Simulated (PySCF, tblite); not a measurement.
# C4H13AsSSi2: geometry, infrared bands and NMR shifts

Aim: predict the infrared bands and NMR shifts of C4H13AsSSi2 (`CC(=S)[C@@H]([SiH3])[Si@H](C)[AsH2]`).

The runs use tblite 0.8.0 and PySCF 2.14.0, with density-fitted response routines of our own; the level of theory stands in each step. All values are computed, except where a source is named. Atoms are numbered from 0 throughout.

## 1. The molecule as given

21 atoms, charge 0, multiplicity 1; geometry from: force field or distance geometry start.

Bonds of the start (Å): C0–C1 1.52, C1–S2 1.43, C1–C3 1.50, C3–Si4 1.84, C3–Si5 1.85, Si5–C6 1.88, Si5–As7 2.29, C0–H8 1.11, C0–H9 1.09, C0–H10 1.11, C3–H11 1.14, Si4–H12 1.48, Si4–H13 1.46, Si4–H14 1.47, Si5–H15 1.48, C6–H16 1.11, C6–H17 1.11, C6–H18 1.12, As7–H19 1.58, As7–H20 1.57.

## 2. Geometry optimisation with GFN2-xTB

The job: settings as JSON, then the geometry in Å.

```
{"job": {"kind": "relax", "xc": "GFN2-xTB", "basis": "xTB"}, "charge": 0, "multiplicity": 1}
C      2.495900    -1.418600     0.058700
C      1.040900    -1.034100    -0.185100
S      0.154200    -1.955500    -0.831300
C      0.551300     0.307400     0.274900
Si     1.535300     1.619300    -0.567900
Si    -1.275400     0.527900     0.106700
C     -2.172100     0.040900     1.688500
As    -2.216000    -0.668200    -1.601800
H      2.498900    -2.507700     0.290900
H      3.037600    -1.187900    -0.853400
H      2.836400    -0.864000     0.957900
H      0.832100     0.332500     1.376400
H      2.431000     2.333800     0.365200
H      0.598100     2.557300    -1.167000
H      2.263300     0.976600    -1.674400
H     -1.580400     1.963000    -0.067300
H     -2.326300     0.971000     2.271800
H     -3.127500    -0.423200     1.360900
H     -1.584900    -0.716800     2.261100
H     -3.683400    -1.072100    -1.184600
H     -2.318100     0.235400    -2.880700
```

Command:

```console
OMP_NUM_THREADS=1 python probes_run.py task.json out
```

The driver reads the jobs from task.json and runs them one after another.

**Question.** This job is followed by: GFN2-xTB harmonic vibrations, gas phase; GIAO PBE0/pcSseg-1 NMR shielding, non-relativistic, gas phase. Predict these results of the whole session: strongest single infrared mode (GFN2-xTB); zero-point energy (GFN2-xTB); ¹³C shifts against TMS (PBE0/pcSseg-1); ¹H shifts against TMS (PBE0/pcSseg-1, means over atoms taken as alike); ³³S shifts against CS2 (PBE0/pcSseg-1); ²⁹Si shifts against TMS (PBE0/pcSseg-1); ⁷⁵As shifts against AsH3 (PBE0/pcSseg-1).

As calculated:

```
                                                              quantity                                   value
                             strongest single infrared mode (GFN2-xTB)                   1831 cm⁻¹, 915 km/mol
                                          zero-point energy (GFN2-xTB)                           90.9 kcal/mol
                                ¹³C shifts against TMS (PBE0/pcSseg-1)              270.6, 48.5, 47.5, 0.4 ppm
¹H shifts against TMS (PBE0/pcSseg-1, means over atoms taken as alike)  5.19, 4.05, 3.39, 3.04, 1.76, 0.24 ppm
                                ³³S shifts against CS2 (PBE0/pcSseg-1)                                 793 ppm
                               ²⁹Si shifts against TMS (PBE0/pcSseg-1)                          0.6, -58.4 ppm
                              ⁷⁵As shifts against AsH3 (PBE0/pcSseg-1)                                 -44 ppm
```

Relaxing lowered the energy by 3.187 eV in 209 steps; the close pair that moved most is C1–S2, from 1.433 to 1.644 Å. No mode is imaginary among the 57: a minimum at this level. The strongest single mode, at 1831 cm⁻¹, moves mainly H19. Unscaled tight-binding wavenumbers are off by several per cent, some by more. Its intensities can rank the bands wrongly. The most deshielded carbon is C1 (thiocarbonyl carbon), at 270.6 ppm: the small n→π* gap of C=S deshields it strongly. At PBE0/pcSseg-1: The largest span, 1766 ppm, is at S2, where the paramagnetic term is -1348 ppm. Spin-orbit coupling is left out, which matters for shieldings and couplings at and beside the heavy atoms.
